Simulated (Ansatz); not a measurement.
# CH7AlBNO: the cost of one run

All numbers below are computed with Ansatz 0.2.0 (RKS PBE-D4/STO-3G).

### Step 1. The starting structure

Bond lengths: B1–C2 1.594 Å, C2–N3 1.432 Å, C2–Al4 1.964 Å, Al4–O5 1.859 Å, B1–H6 1.126 Å, B1–H7 1.214 Å, C2–H8 1.132 Å, N3–H9 1.029 Å, N3–H10 1.094 Å, Al4–H11 1.612 Å, O5–H12 0.989 Å. Angles (14 of 16 angles, heavy atoms first): B1–C2–N3 108.1°, B1–C2–Al4 110.8°, N3–C2–Al4 108.1°, C2–Al4–O5 121.2°, B1–C2–H8 112.3°, N3–C2–H8 108.3°, Al4–C2–H8 109.2°, C2–B1–H6 122.9°, C2–B1–H7 116.8°, C2–N3–H9 110.4°, C2–N3–H10 108.8°, C2–Al4–H11 120.3°, O5–Al4–H11 117.9°, Al4–O5–H12 105.1°.

Coordinates:

```xyz
12

B    -0.4121   -0.4343    1.5935
C     0.3347    0.2257    0.3501
N     1.6781   -0.2692    0.3245
Al   -0.5361   -0.2836   -1.3355
O    -1.3040    0.9924   -2.4476
H    -0.5632   -1.5452    1.6975
H    -0.9149    0.3250    2.3960
H     0.3741    1.3548    0.4232
H     2.2138    0.1851   -0.4275
H     2.2003    0.0813    1.2193
H    -0.7875   -1.8369   -1.6851
H    -2.2063    1.1499   -2.0744
```

### Step 2. End point A

input.yaml

```yaml
crystal:
  periodic: [false, false, false]
  atoms:
    - { symbol: B, position_ang: [-0.4121, -0.4343, 1.5935] }
    - { symbol: C, position_ang: [0.3347, 0.2257, 0.3501] }
    - { symbol: "N", position_ang: [1.6781, -0.2692, 0.3245] }
    - { symbol: Al, position_ang: [-0.5361, -0.2836, -1.3355] }
    - { symbol: O, position_ang: [-1.304, 0.9924, -2.4476] }
    - { symbol: H, position_ang: [-0.5632, -1.5452, 1.6975] }
    - { symbol: H, position_ang: [-0.9149, 0.325, 2.396] }
    - { symbol: H, position_ang: [0.3741, 1.3548, 0.4232] }
    - { symbol: H, position_ang: [2.2138, 0.1851, -0.4275] }
    - { symbol: H, position_ang: [2.2003, 0.0813, 1.2193] }
    - { symbol: H, position_ang: [-0.7875, -1.8369, -1.6851] }
    - { symbol: H, position_ang: [-2.2063, 1.1499, -2.0744] }
basis:
  gaussian: { orbitals: STO-3G }
hamiltonian:
  xc: pbe
  dispersion: d4
relax:
  f_tol: 0.015
  max_steps: 40
```

Command:

```bash
> ansatz run input.yaml --threads 1 --pin off --max-ram 2048MiB --backend cpu --events-out ev --progress --plain --runs-dir out
```

What time and memory should one allow on 1 thread of Intel Xeon Platinum 8488C (Sapphire Rapids), shared host?

About 41 s, with a peak of 0.2 GiB.
